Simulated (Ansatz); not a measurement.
# FeBr3 (ReO3 type): equation of state and elastic constants

Aim: the bulk modulus of FeBr3 (ReO3 type) from energies at several volumes around the relaxed one, then the elastic tensor. The start comes from a prototype table, not from a measured structure.

Program: Ansatz 0.2.0. Level of theory: DFT PBEsol, scalar-relativistic, plane waves, PAW. These are calculated values, not measurements.

## Step 1: The system as given

Symmetry: Pm-3m, No. 221, cubic system. Conventional cell: a = 4.935 Å, b = 4.935 Å, c = 4.935 Å, α = 90.00°, β = 90.00°, γ = 90.00°. Around Fe (site symmetry m-3m) lie 6 Br at 2.47 Å. Br (site symmetry 4/mmm) is surrounded by 2 Fe at 2.47 Å.

Coordinates:

```xyz
4
Lattice="4.9348 0.0000 0.0000 0.0000 4.9348 0.0000 0.0000 0.0000 4.9348" Properties=species:S:1:pos:R:3 pbc="T T T"
Fe    0.0000    0.0000    0.0000
Br    2.4674    0.0000    0.0000
Br    0.0000    0.0000    2.4674
Br    0.0000    2.4674    0.0000
```

This cell comes from an earlier session at PBEsol: 30.043 Å³/atom at -0.03 GPa, on a 6×6×6 mesh.

Volume factors to run: 0.980, 1.020, 0.960, 1.040.

## Step 2: At 0.980 of the relaxed volume

The input, input.yaml:

```yaml
crystal:
  lattice:
    - [4.9016506454, 0.0, 0.0]
    - [0.0, 4.9016506454, 0.0]
    - [0.0, 0.0, 4.9016506454]
  atoms:
    - { symbol: Fe, position: [0.0, 0.0, 0.0], spin: 3.39 }
    - { symbol: Br, position: [0.5, 0.0, 0.0] }
    - { symbol: Br, position: [0.0, 0.0, 0.5] }
    - { symbol: Br, position: [0.0, 0.5, 0.0] }
basis:
  ecutwfc: 420
  ecutrho_ratio: 4
kpoints:
  mp_grid: { grid: [6, 6, 6] }
hamiltonian:
  xc: pbesol
scf:
  occupations: { method: gaussian, width: 0.05 }
output:
  forces: true
  stress: true
  eigenvalues: true
  populations: true
magnetization:
  spin_polarized: true
```

The runs that follow: Scaling the volume by 1.020; At 0.960 of the relaxed volume; Scaling the volume by 1.040; Elastic constants, atoms relaxed.

Q: Predict the outcome of this session. Wanted: V0; B0; scatter of the fit; C11, C12, C44; K, G, E; Poisson's ratio.

**Answer**, as computed:

| quantity | value |
| --- | --- |
| V0 | 30.023 Å³/atom |
| B0 | 42 GPa |
| scatter of the fit | 0.001 meV/atom |
| C11, C12, C44 | 79, 23, 15 GPa |
| K, G, E (Hill) | 42, 19, 50 GPa |
| Poisson's ratio | 0.30 |

**Reading.** A third-order Birch–Murnaghan fit puts the minimum at 30.02 Å³/atom with a bulk modulus of 42 GPa. One per cent of compression takes about 0.42 GPa. The moment on atom 1 grows from 3.03 to 3.14 μB on expansion. All eigenvalues of the tensor are positive, so the cell is mechanically stable. K/G = 2.15 lies over Pugh's 1.75, an empirical mark of ductile behaviour drawn from metals, and the universal anisotropy index of 0.45 is moderate. The tensor's bulk modulus (Hill average) differs from the fitted one by -1 %. These are values at 0 K without zero-point motion.
